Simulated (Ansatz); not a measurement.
**GeB2Ru3 (element-swapped structure): how the settings move a single-point run**

Question: which choices in the input matter for GeB2Ru3 (element-swapped structure)?

Program: Ansatz 0.2.0. Level of theory: reference: DFT r2SCAN, plane waves, PAW, scalar-relativistic, no spin polarisation. These are calculated values, not measurements.

1 further run of the same task is left out (it didn't finish).

**1. The starting structure**

It takes space group P6/mmm (No. 191, hexagonal). The conventional cell has a = 5.048 Å, b = 5.048 Å, c = 3.159 Å, α = 90.00°, β = 90.00°, γ = 120.00°. Around Ge (site symmetry 6/mmm) lie 6 B at 2.91 Å and 12 Ru at 2.98 Å and 2 Ge at 3.16 Å. Ru (site symmetry mmm) is surrounded by 4 B at 2.15 Å. Around B (site symmetry -6m2) lie 6 Ru at 2.15 Å and 3 Ge at 2.91 Å.

Structure file:

```xyz
6
Lattice="2.5241 4.3718 0.0000 -2.5241 4.3718 0.0000 0.0000 0.0000 3.1588" Properties=species:S:1:pos:R:3 pbc="T T T"
Ge    0.0000    0.0000    0.0000
Ru    0.0000    4.3718    1.5794
Ru    1.2620    2.1859    1.5794
Ru   -1.2620    2.1859    1.5794
B    -0.0003    2.9147    0.0000
B    -0.0003    5.8289    0.0000
```

**2. The reference run**

The input, input.yaml:

```yaml
crystal:
  lattice:
    - [2.524059, 4.371797, 0.0]
    - [-2.524059, 4.371797, 0.0]
    - [0.0, 0.0, 3.158837]
  atoms:
    - { symbol: Ge, position: [0.0, 0.0, 0.0] }
    - { symbol: Ru, position: [0.5, 0.5, 0.5] }
    - { symbol: Ru, position: [0.5, 0.0, 0.5] }
    - { symbol: Ru, position: [0.0, 0.5, 0.5] }
    - { symbol: B, position: [0.3333, 0.3334, 0.0] }
    - { symbol: B, position: [0.6666, 0.6667, 0.0] }
  symmetry: { tolerance: 0.0003 }
kpoints:
  mp_grid: { grid: [4, 4, 6], shift: [0, 0, 0] }
magnetization:
  spin_polarized: false
scf:
  occupations: { method: fermi_dirac }
hamiltonian:
  pseudopotentials: { kind: paw }
  xc: r2scan
basis:
  ecutwfc: 500
output:
  forces: true
  stress: true
  eigenvalues: true
```

Started as:

```
$ ansatz run input.yaml --threads 1 --pin off --max-ram 2560MiB --backend cpu --events-out ev --progress --plain --runs-dir out
```

Standard output, cut to the lines that bear on the results:

```text
Warning: the atoms were moved onto the symmetric positions of the space group found under crystal.symmetry.tolerance 3.0e-4 (fractional; no operation is sought that the atoms, as they stand in a round, miss by more than twice it, and no atom is moved by as much as it), and the run uses [...]
Warning: RAYON_NUM_THREADS=1 ignored (pool sized by the plan → 1); use --threads N
[...]
Pseudopotentials: kind: paw
Pseudopotential: Ge, paw, valence charge 14, recommended cutoff 500 eV (meta_gga), Ge.paw.azcp
Pseudopotential: Ru, paw, valence charge 16, recommended cutoff 500 eV (meta_gga), Ru.paw.azcp
Pseudopotential: B, paw, valence charge 3, recommended cutoff 500 eV (meta_gga), B.paw.azcp
Functional definition: r2SCAN
[...]
Crystal: 6 atoms, lattice volume = 69.713 Å³
Basis set: ecut = 500 eV, 1757 PW (Γ), exchange–correlation on 160×160×96 points (64 copies of the dense FFT grid, shifted against one another)
Bands: 41, of which v1, the nominal top of the filled ones, is band 34 counted from 1 (33 counted from 0)
Symmetry: 24 space group operations
Space group: P6/mmm (ITA 191), of the structure as read, at distance tolerance 1.2e-3 Å
k-points: 16 of 96
[...]
SCF iter   1: F=—  HF=-22285.559744 eV  |F-HF|=—  |Δ(HF+E_count)|=         —  Δρ=1.11e-2  dr2=8.09e-2  dr2_τ=1.95e-1  ethr=1.77e-3  ⟨swp⟩=5.9  Hψ=2396  notcnv=0
[...]
SCF iter   8: F=-22285.615003 eV  HF=-22285.615003 eV  |F-HF|=3.51e-8  |Δ(HF+E_count)|=   4.57e-7  Δρ=9.07e-6  dr2=7.05e-8  dr2_τ=3.69e-9  ethr=1.47e-10  ⟨swp⟩=6.3  Hψ=2888  notcnv=0
[...]
SCF converged after 8 iterations
Free energy (F): -22285.615003 eV
[...]
E sigma→0 (E₀):  -22285.532284 eV
Entropy (-TS):   -0.165438 eV (-27.573 meV/atom)
Fermi energy:    18.773062 eV
[...]
--- Forces (eV/Å), atoms counted from 1 ---
  atom   1  Ge     0.00000000    -0.00000000     0.00000000
  atom   2  Ru     0.00000000     0.00000000     0.00000000
  atom   3  Ru     0.00000000    -0.00000000    -0.00000000
  atom   4  Ru    -0.00000000    -0.00000000     0.00000000
  atom   5  B      0.00000000     0.00000000     0.00000000
  atom   6  B     -0.00000000    -0.00000000    -0.00000000
[...]
--- Stress (GPa, compression-positive) ---
       34.299030       0.000000      -0.000000
        0.000000      34.299030       0.000000
       -0.000000       0.000000       1.502323
  P = ⅓ Tr σ = 23.3668 GPa (233.668 kbar)
--- Band table (eV; the first three rows and the last of 16) ---
[...]
```

Wall time 8.8 s (1 thread, shared host); peak memory 0.53 GiB.

**3. Changed: n_extra_bands 32**

Edit input.yaml of step 2 so:

```diff
@@ -19,2 +19,3 @@
   occupations: { method: fermi_dirac }
+  n_extra_bands: 32
 hamiltonian:
```

Started as:

```
$ ansatz run input.yaml --threads 1 --pin off --max-ram 2560MiB --backend cpu --events-out ev --progress --plain --runs-dir out
```

Standard output, cut to the lines that bear on the results:

```text
Warning: the atoms were moved onto the symmetric positions of the space group found under crystal.symmetry.tolerance 3.0e-4 (fractional; no operation is sought that the atoms, as they stand in a round, miss by more than twice it, and no atom is moved by as much as it), and the run uses [...]
Warning: RAYON_NUM_THREADS=1 ignored (pool sized by the plan → 1); use --threads N
scf.n_extra_bands = 32 over 34 filled bands (N_el = 68.0): the run solves 66 bands
[...]
Pseudopotentials: kind: paw
Pseudopotential: Ge, paw, valence charge 14, recommended cutoff 500 eV (meta_gga), Ge.paw.azcp
Pseudopotential: Ru, paw, valence charge 16, recommended cutoff 500 eV (meta_gga), Ru.paw.azcp
Pseudopotential: B, paw, valence charge 3, recommended cutoff 500 eV (meta_gga), B.paw.azcp
Functional definition: r2SCAN
[...]
Crystal: 6 atoms, lattice volume = 69.713 Å³
Basis set: ecut = 500 eV, 1757 PW (Γ), exchange–correlation on 160×160×96 points (64 copies of the dense FFT grid, shifted against one another)
[...]
k-points: 16 of 96
[...]
SCF iter   1: F=—  HF=-22285.559936 eV  |F-HF|=—  |Δ(HF+E_count)|=         —  Δρ=1.11e-2  dr2=8.06e-2  dr2_τ=1.95e-1  ethr=1.77e-3  ⟨swp⟩=5.1  Hψ=4242  notcnv=0  defer=259
[...]
SCF iter   8: F=-22285.615003 eV  HF=-22285.615003 eV  |F-HF|=2.67e-8  |Δ(HF+E_count)|=   4.23e-7  Δρ=8.53e-6  dr2=5.95e-8  dr2_τ=3.25e-9  ethr=1.47e-10  ⟨swp⟩=13.5  Hψ=6560  notcnv=0
[...]
SCF converged after 8 iterations
Free energy (F): -22285.615003 eV
[...]
E sigma→0 (E₀):  -22285.532284 eV
Entropy (-TS):   -0.165438 eV (-27.573 meV/atom)
Fermi energy:    18.773069 eV
[...]
--- Forces (eV/Å), atoms counted from 1 ---
  atom   1  Ge     0.00000000    -0.00000000     0.00000000
  atom   2  Ru     0.00000000    -0.00000000     0.00000000
  atom   3  Ru     0.00000000     0.00000000    -0.00000000
  atom   4  Ru    -0.00000000    -0.00000000     0.00000000
  atom   5  B      0.00000000     0.00000000     0.00000000
  atom   6  B     -0.00000000    -0.00000000    -0.00000000
[...]
--- Stress (GPa, compression-positive) ---
       34.299037       0.000000      -0.000000
        0.000000      34.299037       0.000000
       -0.000000       0.000000       1.502247
  P = ⅓ Tr σ = 23.3668 GPa (233.668 kbar)
--- Band table (eV; the first three rows and the last of 16) ---
[...]
```

It took 12 s on 1 thread, shared host; peak memory 0.55 GiB.

Energy and cycle count are those of the reference, so the change (band count) left the result and the number of cycles as they were.

**4. Changing settings: mp_grid.grid [2, 2, 3]**

Edit input.yaml of step 2 so:

```diff
@@ -14,3 +14,3 @@
 kpoints:
-  mp_grid: { grid: [4, 4, 6], shift: [0, 0, 0] }
+  mp_grid: { grid: [2, 2, 3], shift: [0, 0, 0] }
 magnetization:
```

Started as:

```
$ ansatz run input.yaml --threads 1 --pin off --max-ram 2560MiB --backend cpu --events-out ev --progress --plain --runs-dir out
```

Standard output, cut to the lines that bear on the results:

```text
Warning: the atoms were moved onto the symmetric positions of the space group found under crystal.symmetry.tolerance 3.0e-4 (fractional; no operation is sought that the atoms, as they stand in a round, miss by more than twice it, and no atom is moved by as much as it), and the run uses [...]
Warning: RAYON_NUM_THREADS=1 ignored (pool sized by the plan → 1); use --threads N
[...]
Pseudopotentials: kind: paw
Pseudopotential: Ge, paw, valence charge 14, recommended cutoff 500 eV (meta_gga), Ge.paw.azcp
Pseudopotential: Ru, paw, valence charge 16, recommended cutoff 500 eV (meta_gga), Ru.paw.azcp
Pseudopotential: B, paw, valence charge 3, recommended cutoff 500 eV (meta_gga), B.paw.azcp
Functional definition: r2SCAN
[...]
Crystal: 6 atoms, lattice volume = 69.713 Å³
Basis set: ecut = 500 eV, 1757 PW (Γ), exchange–correlation on 160×160×96 points (64 copies of the dense FFT grid, shifted against one another)
Bands: 41, of which v1, the nominal top of the filled ones, is band 34 counted from 1 (33 counted from 0)
Symmetry: 24 space group operations
[...]
k-points: 4 of 12
[...]
SCF iter   1: F=—  HF=-22286.130186 eV  |F-HF|=—  |Δ(HF+E_count)|=         —  Δρ=1.56e-2  dr2=1.15e-1  dr2_τ=1.91e-1  ethr=1.77e-3  ⟨swp⟩=5.8  Hψ=599  notcnv=0
[...]
SCF iter   8: F=-22286.181564 eV  HF=-22286.181564 eV  |F-HF|=4.36e-9  |Δ(HF+E_count)|=   8.92e-8  Δρ=6.55e-6  dr2=2.87e-8  dr2_τ=3.59e-9  ethr=1.47e-10  ⟨swp⟩=5.8  Hψ=620  notcnv=0
[...]
SCF converged after 8 iterations
Free energy (F): -22286.181564 eV
[...]
E sigma→0 (E₀):  -22286.095609 eV
Entropy (-TS):   -0.171910 eV (-28.652 meV/atom)
Fermi energy:    18.806959 eV
[...]
--- Forces (eV/Å), atoms counted from 1 ---
  atom   1  Ge     0.00000000     0.00000000     0.00000000
  atom   2  Ru     0.00000000    -0.00000000     0.00000000
  atom   3  Ru     0.00000000     0.00000000    -0.00000000
  atom   4  Ru     0.00000000    -0.00000000     0.00000000
  atom   5  B      0.00000000     0.00000000    -0.00000000
  atom   6  B     -0.00000000    -0.00000000     0.00000000
[...]
--- Stress (GPa, compression-positive) ---
       37.257056       0.000000      -0.000000
        0.000000      37.257056      -0.000000
       -0.000000      -0.000000      -3.223827
  P = ⅓ Tr σ = 23.7634 GPa (237.634 kbar)
--- Band table (eV) ---
[...]
```

Run time: 4 s. Hardware: 1 thread, shared host; peak memory 0.47 GiB.

Changing the k-point mesh moves the energy by -94.4 meV/atom, and the pressure goes from 23.4 to 23.8 GPa. Sampling errors of the energy have no fixed sign. Cost: 4 s against 8.8 s. These settings are too coarse to quote as the system's properties.

**5. Variant: pseudopotentials.source jth**

Edit input.yaml of step 2 so:

```diff
@@ -20,3 +20,3 @@
 hamiltonian:
-  pseudopotentials: { kind: paw }
+  pseudopotentials: { kind: paw, source: jth }
   xc: r2scan
```

Started as:

```
$ ansatz run input.yaml --threads 1 --pin off --max-ram 2560MiB --backend cpu --events-out ev --progress --plain --runs-dir out
```

Standard output, cut to the lines that bear on the results:

```text
Warning: the atoms were moved onto the symmetric positions of the space group found under crystal.symmetry.tolerance 3.0e-4 (fractional; no operation is sought that the atoms, as they stand in a round, miss by more than twice it, and no atom is moved by as much as it), and the run uses [...]
Warning: basis.ecutwfc = 500 eV is below the records' recommended 1800 eV, and the density's cutoff is lower with it unless basis.ecutrho_ratio is high enough to keep the records' density cutoff: compare with a run at a higher cutoff
Warning: <dir> the checks of this Ge dataset prove no rule for summing its radial tables, as where they were carried onto another mesh than they were made on, and Gregory's rule is taken, under which a leading mesh point left out moves its sums only by what lay on the interval it spanned. [...]
Warning: <dir> the checks of this Ru dataset prove no rule for summing its radial tables, as where they were carried onto another mesh than they were made on, and Gregory's rule is taken, under which a leading mesh point left out moves its sums only by what lay on the interval it spanned. [...]
Warning: <dir> the checks of this B dataset prove no rule for summing its radial tables, as where they were carried onto another mesh than they were made on, and Gregory's rule is taken, under which a leading mesh point left out moves its sums only by what lay on the interval it spanned. [...]
Warning: RAYON_NUM_THREADS=1 ignored (pool sized by the plan → 1); use --threads N
[...]
Pseudopotentials: kind: paw
[...]
Pseudopotential: Ru, paw, valence charge 16, recommended cutoff 1800 eV (normal), Ru.paw.azcp
Pseudopotential: B, paw, valence charge 3, recommended cutoff 630 eV (normal), B.paw.azcp
Functional definition: r2SCAN
[...]
Crystal: 6 atoms, lattice volume = 69.713 Å³
Basis set: ecut = 500 eV, 1757 PW (Γ), exchange–correlation on 160×160×96 points (64 copies of the dense FFT grid, shifted against one another)
Bands: 41, of which v1, the nominal top of the filled ones, is band 34 counted from 1 (33 counted from 0)
Symmetry: 24 space group operations
Space group: P6/mmm (ITA 191), of the structure as read, at distance tolerance 1.2e-3 Å
k-points: 16 of 96
[...]
SCF iter   1: F=—  HF=-22270.895058 eV  |F-HF|=—  |Δ(HF+E_count)|=         —  Δρ=1.42e-1  dr2=1.90e1  dr2_τ=9.01e-1  ethr=3.10e-3  ⟨swp⟩=8.6  Hψ=3490  notcnv=0
[...]
SCF iter  10: F=-22267.003013 eV  HF=-22267.003013 eV  |F-HF|=1.53e-8  |Δ(HF+E_count)|=   5.50e-8  Δρ=5.91e-6  dr2=3.02e-8  dr2_τ=1.24e-9  ethr=1.47e-10  ⟨swp⟩=8.1  Hψ=3386  notcnv=0
[...]
SCF converged after 10 iterations
Free energy (F): -22267.003013 eV
[...]
E sigma→0 (E₀):  -22266.920271 eV
Entropy (-TS):   -0.165483 eV (-27.581 meV/atom)
Fermi energy:    19.669596 eV
[...]
--- Forces (eV/Å), atoms counted from 1 ---
  atom   1  Ge     0.00000000     0.00000000     0.00000000
  atom   2  Ru     0.00000000     0.00000000     0.00000000
  atom   3  Ru     0.00000000     0.00000000    -0.00000000
  atom   4  Ru     0.00000000     0.00000000     0.00000000
  atom   5  B     -0.00000000     0.00000000    -0.00000000
  atom   6  B      0.00000000    -0.00000000     0.00000000
[...]
--- Stress (GPa, compression-positive) ---
       35.682025       0.000000      -0.000000
        0.000000      35.682025       0.000000
       -0.000000       0.000000       2.604828
  P = ⅓ Tr σ = 24.6563 GPa (246.563 kbar)
--- Band table (eV; the first three rows and the last of 16) ---
[...]
```

Run time: 9.7 s. Hardware: 1 thread, shared host; peak memory 0.48 GiB.

Total energies don't compare across a change of potentials; the pressure goes from 23.4 to 24.7 GPa. The cutoff is far under what these potentials recommend, so these values carry a basis error that can be large.

**6. Side by side**

| run | ending | energy change | pressure (GPa) | gap (eV) | force (eV/Å) | cycles | time |
| --- | --- | --- | --- | --- | --- | --- | --- |
| reference | converged | 0 | 23.4 | 0.00 | 0.00 | 8 | 8.8 s |
| 1: n_extra_bands 32 | converged | 0.0 meV/atom | 23.4 | 0.00 | 0.00 | 8 | 12 s |
| 2: mp_grid.grid [2, 2, 3] | converged | -94.4 meV/atom | 23.8 | 0.00 | 0.00 | 8 | 4 s |
| 3: pseudopotentials.source jth | converged | not comparable | 24.7 | 0.00 | 0.00 | 10 | 9.7 s |

Residual by cycle in the longest SCF loop of each run; runs are numbered as in the table. The quantity is the density residual dr2, in eV.

| cycle | reference | run 1 | run 2 | run 3 |
| --- | --- | --- | --- | --- |
| 1 | 0.0809 | 0.0806 | 0.115 | 19 |
| 2 | 0.0245 | 0.0245 | 0.0289 | 0.941 |
| 3 | 0.00452 | 0.0045 | 0.00333 | 0.239 |
| 4 | 6.8e-4 | 7.0e-4 | 4.1e-4 | 0.0257 |
| 5 | 1.1e-4 | 1.0e-4 | 7.7e-5 | 0.00242 |
| 6 | 7.8e-6 | 7.7e-6 | 3.6e-6 | 1.5e-4 |
| 7 | 6.9e-7 | 6.5e-7 | 3.3e-7 | 1.1e-5 |
| 8 | 7.1e-8 | 5.9e-8 | 2.9e-8 | 1.3e-6 |
| 9 | - | - | - | 1.2e-7 |
| 10 | - | - | - | 3.0e-8 |

What this shows: Of the converged runs whose energies compare with the reference's, «mp_grid.grid [2, 2, 3]» moves the energy most (-94.4 meV/atom) and «n_extra_bands 32» least (0.0 meV/atom). Run 3 ran under the cutoff that the potentials recommend, as the log warns, so basis error is mixed into its values, and swamps them where the cutoff is far short. Of the variants the dearest is «n_extra_bands 32» (12 s), the cheapest «mp_grid.grid [2, 2, 3]» (4 s), on a shared host. The structure is not at rest: the sound run finds 23 GPa, so these are no properties of the relaxed crystal. The reference has no spin polarisation; with Ru present, a magnetic state may lie lower.

Caveats on the reference run: its mesh is coarse for a cell with so small a gap or none; the structure is made up and not relaxed.
